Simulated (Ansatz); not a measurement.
# AsH3OS (SMILES SO[AsH2]): single points off equilibrium

The atoms stand at a structure displaced at random from a GFN2-xTB minimum. How far do the functionals agree with CCSD(T) there?

Method: single points in def2-TZVPP; program: Ansatz 0.2.0, Gaussian basis.

Cores are frozen in the correlated methods. Filled d shells of the heavier atoms are correlated.

## Step 1: The starting structure

SMILES `SO[AsH2]`, 6 atoms, charge 0, spin multiplicity 1.

Atoms are counted from 1 here; the program's logs count them from 0.

Bond lengths: S1–O2 1.679 Å, S1–H4 1.318 Å, O2–As3 1.847 Å, As3–H5 1.447 Å, As3–H6 1.465 Å. Angles: O2–S1–H4 100.7°, S1–O2–As3 118.8°, O2–As3–H5 95.0°, O2–As3–H6 88.8°, H5–As3–H6 89.6°.

Geometry (Å):

```xyz
6
charge 0, multiplicity 1
S    -1.11280   -1.00390   -1.11890
O    -0.44830   -0.38860    0.29530
As    0.89910    0.86800    0.17130
H    -2.20340   -0.26980   -1.21590
H     1.97600   -0.09790    0.19480
H     0.93640    0.92870    1.63480
```

## Step 2: CCSD(T)/def2-TZVPP

run/in.yaml

```yaml
crystal:
  periodic: [false, false, false]
  atoms:
    - {symbol: S, position_ang: [-1.112800, -1.003900, -1.118900]}
    - {symbol: O, position_ang: [-0.448300, -0.388600, 0.295300]}
    - {symbol: As, position_ang: [0.899100, 0.868000, 0.171300]}
    - {symbol: H, position_ang: [-2.203400, -0.269800, -1.215900]}
    - {symbol: H, position_ang: [1.976000, -0.097900, 0.194800]}
    - {symbol: H, position_ang: [0.936400, 0.928700, 1.634800]}
basis:
  gaussian: {orbitals: def2-TZVPP}
correlation: {method: ccsd_t}
output: {forces: true}
```

No record of the launch command was kept for these runs.

## Step 3: PBE0-D4/def2-TZVPP

run/in.yaml, as its differences from that of step 2:

```diff
@@ -11,3 +11,3 @@
   gaussian: {orbitals: def2-TZVPP}
-correlation: {method: ccsd_t}
-output: {forces: true}
+hamiltonian: {xc: pbe0, dispersion: d4}
+output: {forces: true, orbitals: {seedname: orbitals}}
```

## Step 4: wB97M-V/def2-TZVPP

run/in.yaml, as its differences from that of step 3:

```diff
@@ -11,3 +11,3 @@
   gaussian: {orbitals: def2-TZVPP}
-hamiltonian: {xc: pbe0, dispersion: d4}
-output: {forces: true, orbitals: {seedname: orbitals}}
+hamiltonian: {xc: {name: wB97M-V}}
+output: {forces: true}
```

## Step 5: r2SCAN-D4/def2-TZVPP

run/in.yaml, as its differences from that of step 4:

```diff
@@ -11,3 +11,3 @@
   gaussian: {orbitals: def2-TZVPP}
-hamiltonian: {xc: {name: wB97M-V}}
+hamiltonian: {xc: r2scan, dispersion: d4}
 output: {forces: true}
```

## Step 6: PBE-D4/def2-TZVPP

run/in.yaml, as its differences from that of step 5:

```diff
@@ -11,3 +11,3 @@
   gaussian: {orbitals: def2-TZVPP}
-hamiltonian: {xc: r2scan, dispersion: d4}
+hamiltonian: {xc: pbe, dispersion: d4}
 output: {forces: true}
```

## Step 7: r2SCAN0-D4/def2-TZVPP

run/in.yaml, as its differences from that of step 6:

```diff
@@ -11,3 +11,3 @@
   gaussian: {orbitals: def2-TZVPP}
-hamiltonian: {xc: pbe, dispersion: d4}
+hamiltonian: {xc: {name: r2SCAN0}, dispersion: d4}
 output: {forces: true}
```

## Step 8: revPBE-D4/def2-TZVPP

run/in.yaml, as its differences from that of step 7:

```diff
@@ -11,3 +11,3 @@
   gaussian: {orbitals: def2-TZVPP}
-hamiltonian: {xc: {name: r2SCAN0}, dispersion: d4}
+hamiltonian: {xc: {name: revPBE}, dispersion: d4}
 output: {forces: true}
```

(Steps that only read results are left out.)

Before running it: what results should come out? Wanted: energy less free atoms, CCSD(T)/def2-TZVPP; RMS force component; RMS force error; HOMO and LUMO, PBE0-D4; T1 diagnostic.

As calculated:

| quantity | value |
| --- | --- |
| energy less free atoms, CCSD(T)/def2-TZVPP | -1462.8 kJ/mol |
| RMS force component | 0.712 to 0.954 eV/Å over the methods |
| RMS force error | PBE0-D4 0.177, wB97M-V 0.109, r2SCAN-D4 0.138, PBE-D4 0.334, r2SCAN0-D4 0.204, revPBE-D4 0.373 eV/Å |
| HOMO and LUMO, PBE0-D4 | -6.77 and -1.49 eV |
| T1 diagnostic | 0.014 |

In words: Against CCSD(T) the functionals' energies less atoms differ by -107.1 to -5.1 kJ/mol, PBE-D4 by -107.1 kJ/mol. CCSD(T) in triple zeta still lacks some correlation energy of the bonds, so part of these gaps is its own basis error and they don't rank the functionals. For forces wB97M-V does best and revPBE-D4 worst. Frozen-core CCSD(T) forces in triple zeta carry basis errors of their own, and this is one geometry, so small gaps rank nothing.
